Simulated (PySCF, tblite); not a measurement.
# C8H14BN: geometry, infrared bands and NMR shifts

What infrared bands and NMR shifts should C8H14BN (`[BH3-][NH2+]c1ccccc1CC`) show?

Computed with tblite 0.8.0 and PySCF 2.14.0, with density-fitted response routines of our own, on a single molecule in the gas phase. Atoms are numbered from 0 throughout.

### Step 1. Starting geometry

24 atoms, charge 0, multiplicity 1; geometry from: force field or distance geometry start.

Bonds of the start (Å): B0–N1 1.56, N1–C2 1.44, C2–C3 1.42, C3–C4 1.39, C4–C5 1.39, C5–C6 1.39, C6–C7 1.41, C7–C8 1.52, C8–C9 1.53, C7–C2 1.43, B0–H10 1.20, B0–H11 1.18, B0–H12 1.19, N1–H13 1.04, N1–H14 1.04, C3–H15 1.07, C4–H16 1.09, C5–H17 1.08, C6–H18 1.09, C8–H19 1.11, C8–H20 1.12, C9–H21 1.11, C9–H22 1.11, C9–H23 1.12.

### Step 2. Relaxing the molecule with GFN2-xTB

The job: settings as JSON, then the geometry in Å.

```
{"job": {"kind": "relax", "xc": "GFN2-xTB", "basis": "xTB"}, "charge": 0, "multiplicity": 1}
B      2.478800    -1.005400     0.467000
N      1.527400    -0.584300    -0.694800
C      0.605700     0.418100    -0.241100
C      0.971400     1.785600    -0.329800
C      0.105000     2.784500     0.109500
C     -1.153800     2.460000     0.608300
C     -1.540000     1.128300     0.701900
C     -0.672500     0.095100     0.302400
C     -1.172400    -1.336900     0.406000
C     -1.928300    -1.745900    -0.856500
H      1.838000    -1.360600     1.414700
H      3.163000    -1.905600     0.114200
H      3.159000    -0.082600     0.791500
H      2.121800    -0.212600    -1.468900
H      1.037200    -1.419200    -1.061500
H      1.941400     2.053300    -0.700000
H      0.409900     3.826400     0.036600
H     -1.822400     3.239900     0.933200
H     -2.524000     0.899200     1.105500
H     -0.342700    -2.041400     0.605300
H     -1.870500    -1.422500     1.276100
H     -2.809600    -1.087600    -1.013000
H     -1.254900    -1.664500    -1.735700
H     -2.279100    -2.801400    -0.763300
```

Started as:

```console
$ OMP_NUM_THREADS=1 python probes_run.py task.json out
```

One launch serves the whole session: the jobs run in the order shown.

**Question.** This job is followed by: GFN2-xTB harmonic vibrations, gas phase; GIAO PBE0/pcSseg-1 NMR shielding, non-relativistic, gas phase. What will the session give for the following? strongest single infrared mode (GFN2-xTB); zero-point energy (GFN2-xTB); ¹³C shifts against TMS (PBE0/pcSseg-1); ¹H shifts against TMS (PBE0/pcSseg-1, means over atoms taken as alike); ¹¹B shifts against BF3·OEt2 (PBE0/pcSseg-1); ¹⁵N shifts against NH3 (PBE0/pcSseg-1); surface potential, 1st and 99th percentile.

As calculated:

| quantity | value |
| --- | --- |
| strongest single infrared mode (GFN2-xTB) | 2442 cm⁻¹, 347 km/mol |
| zero-point energy (GFN2-xTB) | 127.1 kcal/mol |
| ¹³C shifts against TMS (PBE0/pcSseg-1) | 144.4, 140.6, 136.1, 132.9, 132.7, 126.8, 28.5, 19.3 ppm |
| ¹H shifts against TMS (PBE0/pcSseg-1, means over atoms taken as alike) | 7.55, 7.51, 7.50, 7.23, 4.80, 2.91, 2.30, 1.11 ppm |
| ¹¹B shifts against BF3·OEt2 (PBE0/pcSseg-1) | -18.2 ppm |
| ¹⁵N shifts against NH3 (PBE0/pcSseg-1) | 74.1 ppm |
| surface potential, 1st and 99th percentile | -1.64 V and 2.25 V |

In words: Over 73 steps the energy fell by 0.279 eV; of the close pairs, B0–N1 changed most, 1.560 to 1.679 Å. No mode is imaginary among the 66: a minimum at this level. The strongest single mode, at 2442 cm⁻¹, moves mainly H11. GFN2-xTB is a fitted tight-binding method: band positions and strengths are rough. Its intensities can rank the bands wrongly. NICS(1)zz of -27 ppm above the planar ring from C2 marks a diatropic (aromatic) ring current. At PBE0/pcSseg-1, counted by nearest atom on the grid, the HOMO lies on C2, C5 about 20 % each; C7 15 %, the LUMO on C3, C6 about 22 % each; 4 C atoms about 8 % each.
